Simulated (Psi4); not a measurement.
**B3LYP/6-31G(d) (spherical functions) run of SiHBrO (SMILES O[Si]Br)**

Aim: the vertical singlet–triplet gap of SiHBrO at B3LYP/6-31G* (spherical functions), from 2 runs. 

The results are computed with Psi4 1.11.

1 further run of the same task is left out (set aside as unsound or not needed).

### 1 The molecule

SiHBrO: 4 atoms, total charge 0, spin state singlet. SMILES: `O[Si]Br`. The shape is that of a PBE0-D4/def2-TZVP optimisation.

Bond lengths: O1–Si2 1.636 Å, Si2–Br3 2.289 Å, O1–H4 0.963 Å. Angles: O1–Si2–Br3 101.2°, Si2–O1–H4 120.7°.

### 2 Energy and forces at B3LYP/6-31G(d) (spherical functions)

The input, job.dat:

```
memory 1600 mb

molecule geom {
  0 1
  O
  Si 1 R2
  Br 2 R3 1 A3
  H 1 R4 2 A4 3 D4

  R2 = 1.635526
  R3 = 2.28935
  A3 = 101.23745
  R4 = 0.962708
  A4 = 120.67058
  D4 = 0.01005
  symmetry c1
}

set globals {
  basis 6-31G*
  puream true
  e_convergence 1e-09
  d_convergence 1e-08
  scf_type pk
  dft_radial_points 99
  dft_spherical_points 590
}

e, wfn = gradient('b3lyp', return_wfn=True)
oeprop(wfn, 'QUADRUPOLE', 'DIPOLE', 'WIBERG_LOWDIN_INDICES', title='B3LYP')
```

The run is started by

```sh
$ psi4 job.dat job.out -n 1
```

job.out:

```text
[...]
  Running in c1 symmetry.
[...]
  Nuclear repulsion =  211.840037672564478
[...]
  Multiplicity = 1
[...]
  Nalpha       = 29
  Nbeta        = 29
[...]
    Number of basis functions: 66
[...]
   @RKS iter   1: -2938.78657152113283   -1.38830e+00   2.41336e-02 ADIIS/DIIS
[...]
   @RKS iter  12: -2939.24668847787416   -5.00222e-12   2.90052e-09 DIIS
[...]
    Orbital Energies [Eh]
    ---------------------
    Doubly Occupied:
       1A   -482.807203     2A    -66.186219     3A    -62.503848
       4A    -56.321506     5A    -56.320407     6A    -56.319942
       7A    -19.182502     8A     -8.701064     9A     -6.526169
      10A     -6.521403    11A     -6.519916    12A     -5.338057
      13A     -3.697839    14A     -3.696269    15A     -3.691983
      16A     -2.621299    17A     -2.620084    18A     -2.618933
      19A     -2.615129    20A     -2.615060    21A     -1.040259
      22A     -0.774192    23A     -0.585302    24A     -0.453859
      25A     -0.383469    26A     -0.377163    27A     -0.307817
      28A     -0.304018    29A     -0.268551
[...]
  @RKS Final Energy: -2939.24668847787416
   => Energetics <=
    Nuclear Repulsion Energy =            211.8400376725644776
    One-Electron Energy =               -4509.6020673976981925
    Two-Electron Energy =                1456.0755838869783929
    DFT Exchange-Correlation Energy =     -97.5602426397196894
    Empirical Dispersion Energy =           0.0000000000000000
    VV10 Nonlocal Energy =                  0.0000000000000000
    Total Energy =                      -2939.2466884778746135
[...]
  -Total Gradient:
     Atom            X                  Y                   Z
    ------   -----------------  -----------------  -----------------
       1        0.000002381412    -0.007280873033     0.007968618847
       2       -0.000002080693    -0.007914485456    -0.011717169466
       3        0.000000945707     0.007732316994    -0.001858800200
       4       -0.000001258170     0.007460638669     0.005609891660
[...]
 Multipole Moments:
 ------------------------------------------------------------------------------------
     Multipole            Electronic (a.u.)      Nuclear  (a.u.)        Total (a.u.)
 ------------------------------------------------------------------------------------
 L = 1.  Multiply by 2.5417464519 to convert [e a0] to [Debye]
 Dipole X            :          0.0000349           -0.0001450           -0.0001101
 Dipole Y            :         -7.2854474            7.4216220            0.1361745
 Dipole Z            :          4.8503661           -5.3450119           -0.4946459
 Magnitude           :                                                    0.5130478
 L = 2.  Multiply by 1.3450342976 to convert [e a0^2] to [Debye ang]
 Quadrupole XX       :        -26.5034772            0.0000001          -26.5034771
 Quadrupole XY       :          0.0001651           -0.0002993           -0.0001342
[...]
```

It took 8.1 s on 1 thread of Intel Xeon 6975P-C (Granite Rapids), shared host; peak memory 0.58 GiB.

### 3 The triplet

The input, job.dat:

```
memory 1.6 GB

molecule molecule1 {
  0 3
  O     -0.885200     0.465100    -0.454500
  Si    -0.590500    -0.799600     0.539800
  Br     1.692600    -0.725200     0.691600
  H     -0.161400     0.999400    -0.797200
  symmetry c1
  no_reorient
  no_com
}

set reference uks
set puream true
set e_convergence 1e-09
set d_convergence 1e-08
set scf_type pk
set dft_radial_points 99
set dft_spherical_points 590
set maxiter 200

e, wfn = gradient('b3lyp/6-31G*', return_wfn=True)
print_variables()
```

The run is started by

```sh
$ psi4 job.dat job.out -n 1
```

job.out:

```text
[...]
  Running in c1 symmetry.
[...]
  Nuclear repulsion =  211.840014137076111
[...]
  Multiplicity = 3
[...]
  Nalpha       = 30
  Nbeta        = 28
[...]
    Number of basis functions: 66
[...]
   @UKS iter   1: -2938.69117317510336   -1.29290e+00   2.39309e-02 ADIIS/DIIS
[...]
   @UKS iter  14: -2939.13510052024822   -9.09495e-13   5.60886e-09 DIIS
[...]
   @S^2 Observed:                2.002596359E+00
[...]
    Orbital Energies [Eh]
    ---------------------
    Alpha Occupied:
       1A   -482.826379     2A    -66.191083     3A    -62.522112
       4A    -56.341357     5A    -56.338093     6A    -56.337976
       7A    -19.160901     8A     -8.719281     9A     -6.548188
      10A     -6.537461    11A     -6.536693    12A     -5.345691
      13A     -3.706041    14A     -3.703534    15A     -3.703049
      16A     -2.642102    17A     -2.639429    18A     -2.638757
      19A     -2.630502    20A     -2.630499    21A     -1.025329
      22A     -0.790296    23A     -0.580296    24A     -0.460662
      25A     -0.378136    26A     -0.376407    27A     -0.321241
      28A     -0.317163    29A     -0.307423    30A     -0.159929
    Alpha Virtual:
[...]
  @UKS Final Energy: -2939.13510052024822
   => Energetics <=
    Nuclear Repulsion Energy =            211.8400141370761105
    One-Electron Energy =               -4509.0482434409350390
    Two-Electron Energy =                1455.6405740516033802
    DFT Exchange-Correlation Energy =     -97.5674452679924258
    Empirical Dispersion Energy =           0.0000000000000000
    VV10 Nonlocal Energy =                  0.0000000000000000
    Total Energy =                      -2939.1351005202482156
[...]
 Multipole Moments:
 ------------------------------------------------------------------------------------
     Multipole            Electronic (a.u.)      Nuclear  (a.u.)        Total (a.u.)
 ------------------------------------------------------------------------------------
 L = 1.  Multiply by 2.5417464519 to convert [e a0] to [Debye]
 Dipole X            :        -82.7895718           82.6396132           -0.1499586
 Dipole Y            :         60.2783276          -60.1994934            0.0788342
 Dipole Z            :        -51.7203149           51.6462150           -0.0740999
 Magnitude           :                                                    0.1849141
[...]
  -Total Gradient:
     Atom            X                  Y                   Z
    ------   -----------------  -----------------  -----------------
       1        0.027003886530    -0.013839488355     0.013048016620
       2       -0.021410589282     0.003543689685    -0.004664627992
       3       -0.001206738269     0.009551106869    -0.007417162626
       4       -0.004384380857     0.000743348855    -0.000965013877
[...]
```

Wall time 11 s (1 thread of Intel Xeon 6975P-C (Granite Rapids), shared host); peak memory 0.57 GiB.

### 4 Summary of results

Level: B3LYP/6-31G* (spherical functions).

| quantity | value |
| --- | --- |
| singlet: total energy | -2939.24669 Eh |
| singlet: dipole moment | 1.30 D |
| singlet: HOMO energy | -7.31 eV |
| singlet: LUMO energy | -2.27 eV |
| singlet: HOMO–LUMO gap | 5.04 eV |
| singlet: largest force on an atom | 0.727 eV/Å |
| triplet: total energy | -2939.13510 Eh |
| triplet: dipole moment | 0.47 D |
| triplet: HOMO energy (highest over α and β) | -4.35 eV |
| triplet: ⟨S²⟩ | 2.003 |
| triplet: largest force on an atom | 1.698 eV/Å |
| vertical energy of the triplet above the singlet | 3.036 eV |

**Reading.** At this shape the triplet lies 3.04 eV (293 kJ/mol) above the singlet. The largest force (singlet) is 0.73 eV/Å: the shape isn't a stationary point for this species at this level.
